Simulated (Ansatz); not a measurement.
## CH3BS, SMILES BC=S: the interaction energy of a dimer with the counterpoise correction

Program: the Python package of Ansatz (0.2.0).

Script `dimer.py`:
```python
import ansatz as az

FIRST = [
    ("B", (-0.5908, -0.2339, -0.4357)),
    ("C", (0.5609, 0.2776, 0.4313)),
    ("S", (1.4482, -0.6753, 0.966)),
    ("H", (-0.7415, -1.3252, -0.6799)),
    ("H", (-1.3839, 0.6038, -0.9096)),
    ("H", (0.7072, 1.3531, 0.6279)),
]
SECOND = [
    ("B", (3.8252, -0.2564, -2.017)),
    ("C", (2.95, 0.9893, -2.165)),
    ("S", (3.5712, 2.1754, -2.5993)),
    ("H", (4.9268, -0.2688, -2.2611)),
    ("H", (3.2831, -1.3102, -1.6284)),
    ("H", (1.8678, 0.9679, -1.9527)),
]

def energy(atoms, ghosts=()):
    molecule = az.Crystal.molecule()
    for symbol, xyz in atoms:
        molecule = molecule.atom(symbol, xyz)
    calc = (
        molecule.calculation()
        .basis(gaussian="def2-SVPD")
        .functional("r2scan")
    )
    deck = calc.input()
    if ghosts:
        deck = deck.set(az.key.basis.gaussian.ghost_atoms, [{"symbol": s, "position_ang": list(xyz)} for s, xyz in ghosts])
    return az.Session.from_dict(deck).plan().execute().report["free_energy_ev"]


def main() -> None:
    both = energy(FIRST + SECOND)
    alone = energy(FIRST) + energy(SECOND)
    ghosted = energy(FIRST, SECOND) + energy(SECOND, FIRST)
    print(f"dimer {both:.6f} eV")
    print(f"interaction, uncorrected   {96.485332 * (both - alone):8.3f} kJ/mol")
    print(f"interaction, counterpoise  {96.485332 * (both - ghosted):8.3f} kJ/mol")
    print(f"basis-set superposition    {96.485332 * (alone - ghosted):8.3f} kJ/mol")


if __name__ == "__main__":
    main()
```

Running `python dimer.py` prints:
```text
dimer -25174.908910 eV
interaction, uncorrected     -6.235 kJ/mol
interaction, counterpoise    -3.379 kJ/mol
basis-set superposition       2.856 kJ/mol
```

Uncorrected it is -6.235 kJ/mol, with the counterpoise correction -3.379 kJ/mol; the difference, 2.86 kJ/mol, is the superposition error.

Notes:
- Total energies depend on the basis set; only differences at equal settings carry meaning.
- The dimer is a generated trial pose of unrelaxed monomers, not a minimum, so the figure is no binding energy, and the basis set is small.
- This level lacks the dispersion part of the attraction (electrostatics and induction are there), which can decide the sign where the interaction is weak.
- Run time: 22 s on 1 thread of Intel(R) Xeon(R) 6975P-C (Granite Rapids), with other jobs on the host, peak memory 0.39 GiB.
